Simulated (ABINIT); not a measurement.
# Cs2Ba (P-6m2) in ABINIT: single point with PBE+D3

Aim: the single point of Cs2Ba with PBE+D3.

All numbers are computed with ABINIT 10.8.3 (patched build); they aren't measurements. Logs are shortened: lines on timing, memory, paths and dates and some standing lists are left out, and cuts for length are marked. The log counts tension as positive stress, the text compression.

## Step 1: The crystal as given

The structure is hexagonal, space group P-6m2 (No. 187). The conventional cell has a = 6.397 Å, b = 6.397 Å, c = 3.854 Å, α = 90.00°, β = 90.00°, γ = 120.00°. Cs (site symmetry -6m2) has 8 Cs at 3.85 to 4.17 Å and 6 Ba at 4.17 Å as nearest neighbours. Cs (site symmetry -6m2) is surrounded by 3 Ba at 3.69 Å and 8 Cs at 3.85 to 4.17 Å. Around Ba (site symmetry -6m2) lie 9 Cs at 3.69 to 4.17 Å and 2 Ba at 3.85 Å.

The cell was built by a generator and needn't be a form met in nature.

## Step 2: Single point, PBE+D3

Contents of run.abi:

```
pp_dirpath "./"
pseudos "Cs.upf, Ba.upf"

acell 3*1.0 Angstrom
rprim
     6.3971951000     0.0000000000     0.0000000000
    -3.1985975500     5.5401334700     0.0000000000
     0.0000000000     0.0000000000     3.8539861400
ntypat 2
znucl 55 56
natom 3
typat 1 1 2
xred
     0.3333333300     0.6666666700     0.5000000000
     0.6666666700     0.3333333300     0.0000000000
     0.0000000000     0.0000000000     0.0000000000

ecut 25.0

kptopt 1
ngkpt 4 4 5
nshiftk 1
shiftk 0.0 0.0 0.0

ixc 11
vdw_xc 6

nband 18
occopt 3
tsmear 0.05 eV

nstep 100
tolvrs 1.0e-10

iomode 3
prtwf 0
prtden 0
prteig 0
prtebands 0
enunit 1
```

Potentials or basis: PseudoDojo NC SR PBE v0.4.1 standard.

Started as:

```sh
$ mpirun --bind-to none -np 4 abinit run.abi > log 2>&1
```

run.abo:

```text
.Version 10.8.3 of ABINIT
 Symmetries : space group P-6 m 2 (#187); Bravais hP (primitive hexag.)
================================================================================
 Values of the parameters that define the memory need of the present run
     intxc =       0    ionmov =       0      iscf =       7    lmnmax =       8
     lnmax =       8     mgfft =      60  mpssoang =       4    mqgrid =    3001
     natom =       3  nloc_mem =       1    nspden =       1   nspinor =       1
    nsppol =       1      nsym =      12    n1xccc =    2501    ntypat =       2
    occopt =       3   xclevel =       2
       mpw =        5530          nfft =      129600          nkpt =          12
================================================================================
================================================================================

--------------------------------------------------------------------------------
------------- Echo of variables that govern the present computation ------------
--------------------------------------------------------------------------------
 -outvars: echo values of preprocessed input variables --------
            acell      1.8897261259E+00  1.8897261259E+00  1.8897261259E+00 Bohr
              amu      1.32905430E+02  1.37327000E+02
             ecut      2.50000000E+01 Hartree
           enunit           1
              ixc          11
         kptrlatt        4    0    0      0    4    0      0    0    5
          kptrlen      3.64148915E+01
            natom           3
            nband          18
            ngfft          60      60      36
             nkpt          12
            nstep         100
             nsym          12
           ntypat           2
           occopt           3
           prtden           0
        prtebands           0
           prteig           0
            prtwf           0
            rprim      6.3971951000E+00  0.0000000000E+00  0.0000000000E+00
                      -3.1985975500E+00  5.5401334700E+00  0.0000000000E+00
                       0.0000000000E+00  0.0000000000E+00  3.8539861400E+00
          spgroup         187
           tolvrs      1.00000000E-10
           tsmear      1.83746611E-03 Hartree
            typat      1  1  2
           vdw_xc           6
           xangst      5.0829981659E-16  3.6934223133E+00  1.9269930700E+00
                       3.1985975500E+00  1.8467111567E+00  0.0000000000E+00
                       0.0000000000E+00  0.0000000000E+00  0.0000000000E+00
            xcart      9.6054744320E-16  6.9795566395E+00  3.6414891488E+00
                       6.0444733565E+00  3.4897783198E+00  0.0000000000E+00
                       0.0000000000E+00  0.0000000000E+00  0.0000000000E+00
             xred      3.3333333333E-01  6.6666666667E-01  5.0000000000E-01
                       6.6666666667E-01  3.3333333333E-01  0.0000000000E+00
                       0.0000000000E+00  0.0000000000E+00  0.0000000000E+00
            znucl       55.00000   56.00000

================================================================================

 chkinp: Checking input parameters for consistency.

================================================================================
== DATASET  1 ==================================================================

--- !DatasetInfo
iteration_state: {dtset: 1, }
dimensions: {natom: 3, nkpt: 12, mband: 18, nsppol: 1, nspinor: 1, nspden: 1, mpw: 5530, }
cutoff_energies: {ecut:  25.0, pawecutdg:  -1.0, }
electrons: {nelect:   2.80000000E+01, charge:   0.00000000E+00, occopt:   3.00000000E+00, tsmear:   1.83746611E-03, }
meta: {optdriver: 0, ionmov: 0, optcell: 0, iscf: 7, paral_kgb: 0, }
...

 Exchange-correlation functional for the present dataset will be:
  GGA: Perdew-Burke-Ernzerhof functional - ixc=11
  J.P.Perdew, K.Burke, M.Ernzerhof, PRL 77, 3865 (1996)

 Real(R)+Recip(G) space primitive vectors, cartesian coordinates (Bohr,Bohr^-1):
 R(1)= 12.0889467  0.0000000  0.0000000  G(1)=  0.0827202  0.0477585  0.0000000
 R(2)= -6.0444734 10.4693350  0.0000000  G(2)=  0.0000000  0.0955171  0.0000000
 R(3)=  0.0000000  0.0000000  7.2829783  G(3)=  0.0000000  0.0000000  0.1373065
 Unit cell volume ucvol=  9.2175728E+02 bohr^3
 Angles (23,13,12)=  9.00000000E+01  9.00000000E+01  1.20000000E+02 degrees

 getcut: wavevector=  0.0000  0.0000  0.0000  ngfft=  60  60  36
         ecut(hartree)=     25.000   => boxcut(ratio)=   2.19613

--- Pseudopotential description ------------------------------------------------
- pspini: atom type   1  psp file is ./Cs.upf
12 -101130 3 -1 2414                          pspcod,pspxc,lmax,lloc,mmax
     nproj     2     2     2     2

- pspini: atom type   2  psp file is ./Ba.upf
12 -101130 2 -1 1958                          pspcod,pspxc,lmax,lloc,mmax
     nproj     2     2     2     0

   2.02677364E+03                                ecore*ucvol(ha*bohr**3)
--------------------------------------------------------------------------------

================================================================================

--- !BeginCycle
iteration_state: {dtset: 1, }
solver: {iscf: 7, nstep: 100, nline: 4, wfoptalg: 0, }
tolerances: {tolvrs: 1.00E-10, }
...

     iter   Etot(hartree)      deltaE(h)  residm     vres2
 ETOT  1  -74.723233680905    -7.472E+01 1.790E-02 4.896E+02
 ETOT  2  -74.784343942108    -6.111E-02 1.418E-03 2.596E+00
 ETOT  3  -74.784687910606    -3.440E-04 2.552E-04 3.515E-01
 ETOT  4  -74.784722807722    -3.490E-05 1.376E-04 1.123E-02
 ETOT  5  -74.784724097853    -1.290E-06 1.449E-04 2.384E-04
 ETOT  6  -74.784724134804    -3.695E-08 6.788E-05 3.635E-05
 ETOT  7  -74.784724139829    -5.025E-09 8.048E-05 1.906E-06
 ETOT  8  -74.784724140181    -3.518E-10 3.438E-05 8.567E-08
 ETOT  9  -74.784724140206    -2.431E-11 3.946E-05 2.714E-08
 ETOT 10  -74.784724140210    -3.979E-12 1.606E-05 2.533E-10
 ETOT 11  -74.784724140209     7.674E-13 1.825E-05 7.228E-11

 At SCF step   11       vres2   =  7.23E-11 < tolvrs=  1.00E-10 =>converged.

 Cartesian components of stress tensor (hartree/bohr^3)
  sigma(1 1)= -1.66898846E-04  sigma(3 2)=  0.00000000E+00
  sigma(2 2)= -1.66898846E-04  sigma(3 1)=  0.00000000E+00
  sigma(3 3)= -1.24239648E-04  sigma(2 1)=  0.00000000E+00

--- !ResultsGS
iteration_state: {dtset: 1, }
comment   : Summary of ground state results
lattice_vectors:
- [ 12.0889467,   0.0000000,   0.0000000, ]
- [ -6.0444734,  10.4693350,   0.0000000, ]
- [  0.0000000,   0.0000000,   7.2829783, ]
lattice_lengths: [  12.08895,   12.08895,    7.28298, ]
lattice_angles: [ 90.000,  90.000, 120.000, ] # degrees, (23, 13, 12)
lattice_volume:   9.2175728E+02
convergence: {deltae:  7.674E-13, res2:  7.228E-11, residm:  1.825E-05, diffor: null, }
etotal    :  -7.47847241E+01
entropy   :   0.00000000E+00
fermie    :   2.35771207E-01
cartesian_stress_tensor: # hartree/bohr^3
- [ -1.66898846E-04,   0.00000000E+00,   0.00000000E+00, ]
- [  0.00000000E+00,  -1.66898846E-04,   0.00000000E+00, ]
- [  0.00000000E+00,   0.00000000E+00,  -1.24239648E-04, ]
pressure_GPa:   4.4920E+00
xred      :
- [  3.3333E-01,   6.6667E-01,   5.0000E-01, Cs]
- [  6.6667E-01,   3.3333E-01,   0.0000E+00, Cs]
- [  0.0000E+00,   0.0000E+00,   0.0000E+00, Ba]
cartesian_forces: # hartree/bohr
- [  2.37585207E-28,   6.85849415E-29,  -0.00000000E+00, ]
- [ -2.07887056E-28,  -1.88608589E-28,  -0.00000000E+00, ]
- [ -2.96981508E-29,   1.20023648E-28,  -0.00000000E+00, ]
force_length_stats: {min:   1.23643262E-28, max:   2.80695971E-28, mean:   2.17208585E-28, }
...

 Integrated electronic density in atomic spheres:
 ------------------------------------------------
 Atom  Sphere_radius  Integrated_density
    1        2.00000          4.46686405
    2        2.00000          4.46444596
    3        2.00000          5.23854965
================================================================================

 ----iterations are completed or convergence reached----

 Mean square residual over all n,k,spin=   13.613E-08; max=  18.247E-06
 reduced coordinates (array xred) for    3 atoms
       0.333333333333      0.666666666667      0.500000000000
       0.666666666667      0.333333333333      0.000000000000
       0.000000000000      0.000000000000      0.000000000000
 rms dE/dt=  1.7951E-27; max dE/dt=  4.3082E-27; dE/dt below (all hartree)
    1      -0.000000000000      0.000000000000      0.000000000000
    2       0.000000000000      0.000000000000      0.000000000000
    3       0.000000000000     -0.000000000000      0.000000000000

 cartesian coordinates (angstrom) at end:
    1      0.00000000000000     3.69342231333333     1.92699307000000
    2      3.19859755000000     1.84671115666667     0.00000000000000
    3      0.00000000000000     0.00000000000000     0.00000000000000

 cartesian forces (hartree/bohr) at end:
    1      0.00000000000000     0.00000000000000    -0.00000000000000
    2     -0.00000000000000    -0.00000000000000    -0.00000000000000
    3     -0.00000000000000     0.00000000000000    -0.00000000000000
 frms,max,avg= 1.3133016E-28 2.3758521E-28   0.000E+00  0.000E+00  0.000E+00 h/b

 cartesian forces (eV/Angstrom) at end:
    1      0.00000000000000     0.00000000000000    -0.00000000000000
    2     -0.00000000000000    -0.00000000000000    -0.00000000000000
    3     -0.00000000000000     0.00000000000000    -0.00000000000000
 frms,max,avg= 6.7532686E-27 1.2217123E-26   0.000E+00  0.000E+00  0.000E+00 e/A
 length scales=  1.889726125908  1.889726125908  1.889726125908 bohr
              =  1.000000000000  1.000000000000  1.000000000000 angstroms
 Fermi (or HOMO) energy (eV) =   6.41566   Average Vxc (eV)=  -8.56545
 Eigenvalues (   eV  ) for nkpt=  12  k points:
 kpt#   1, nband= 18, wtk=  0.01250, kpt=  0.0000  0.0000  0.0000 (reduced coord)
 -22.41558  -17.19577  -16.89231   -7.82808   -7.82808   -7.10992   -4.43737   -4.43737
  -3.52404   -3.52404   -3.39361   -3.06287    4.21335    6.13430    7.84670    7.95252
   7.95619    8.10139
 prteigrs : prtvol=0 or 1, do not print more k-points.

--- !EnergyTerms
iteration_state     : {dtset: 1, }
comment             : Components of total free energy in Hartree
kinetic             :  1.71138346906230E+01
hartree             :  8.48406994135157E+00
xc                  : -2.05162991848242E+01
Ewald energy        : -5.58962739890151E+01
psp_core            :  2.19881490924523E+00
local_psp           : -3.61334841694513E+01
non_local_psp       :  9.98741455230154E+00
VdWaals_dft_d       : -2.13188277375755E-02
internal            : -7.47832420775069E+01
'-kT*entropy'       : -1.48206270184991E-03
total_energy        : -7.47847241402088E+01
total_energy_eV     : -2.03499601387836E+03
band_energy         : -6.68661014544376E+00
...

 Cartesian components of stress tensor (hartree/bohr^3)
  sigma(1 1)= -1.66898846E-04  sigma(3 2)=  0.00000000E+00
  sigma(2 2)= -1.66898846E-04  sigma(3 1)=  0.00000000E+00
  sigma(3 3)= -1.24239648E-04  sigma(2 1)=  0.00000000E+00

-Cartesian components of stress tensor (GPa)         [Pressure=  4.4920E+00 GPa]
- sigma(1 1)= -4.91033357E+00  sigma(3 2)=  0.00000000E+00
- sigma(2 2)= -4.91033358E+00  sigma(3 1)=  0.00000000E+00
- sigma(3 3)= -3.65525664E+00  sigma(2 1)=  0.00000000E+00

== END DATASET(S) ==============================================================
================================================================================

 -outvars: echo values of variables after computation  --------
            acell      1.8897261259E+00  1.8897261259E+00  1.8897261259E+00 Bohr
           etotal     -7.4784724140E+01
            fcart      2.3758520679E-28  6.8584941543E-29 -0.0000000000E+00
                      -2.0788705594E-28 -1.8860858924E-28 -0.0000000000E+00
                      -2.9698150849E-29  1.2002364770E-28 -0.0000000000E+00
            rprim      6.3971951000E+00  0.0000000000E+00  0.0000000000E+00
                      -3.1985975500E+00  5.5401334700E+00  0.0000000000E+00
                       0.0000000000E+00  0.0000000000E+00  3.8539861400E+00
           strten     -1.6689884560E-04 -1.6689884595E-04 -1.2423964784E-04
                       0.0000000000E+00  0.0000000000E+00  0.0000000000E+00
           xangst      5.0829981659E-16  3.6934223133E+00  1.9269930700E+00
                       3.1985975500E+00  1.8467111567E+00  0.0000000000E+00
                       0.0000000000E+00  0.0000000000E+00  0.0000000000E+00
             xred      3.3333333333E-01  6.6666666667E-01  5.0000000000E-01
                       6.6666666667E-01  3.3333333333E-01  0.0000000000E+00
                       0.0000000000E+00  0.0000000000E+00  0.0000000000E+00
 Calculation completed.
```

Wall time 15 s (4 MPI ranks of Arm Neoverse V2, shared host); peak memory 0.36 GiB.

What came out:

- Free energy: -2034.9960 eV
- Pressure: 4.5 GPa
- Band gap on the k mesh: none (metal or under the smearing width)
- Valence electrons inside the program's atomic spheres: Cs 4.47, 4.46; Ba 5.24

Stress tensor (GPa, compression positive):
```
4.91 0.00 0.00
0.00 4.91 0.00
0.00 0.00 3.66
```

Levels at points of the mesh, in eV from the Fermi level:
```csv
k point,band 11,band 12,band 13,band 14,band 15,band 16,band 17,band 18
"(0.00, 0.00, 0.00)",-9.81,-9.48,-2.20,-0.28,1.43,1.54,1.54,1.69
"(0.50, 0.00, 0.00)",-9.74,-9.57,-0.91,-0.54,-0.08,0.87,1.00,1.51
```

Caveat: this set's barium file shifts pressures by 1 GPa against other sets; this release of the barium file is off; pairwise dispersion overbinds metals, which lowers pressure and volume.
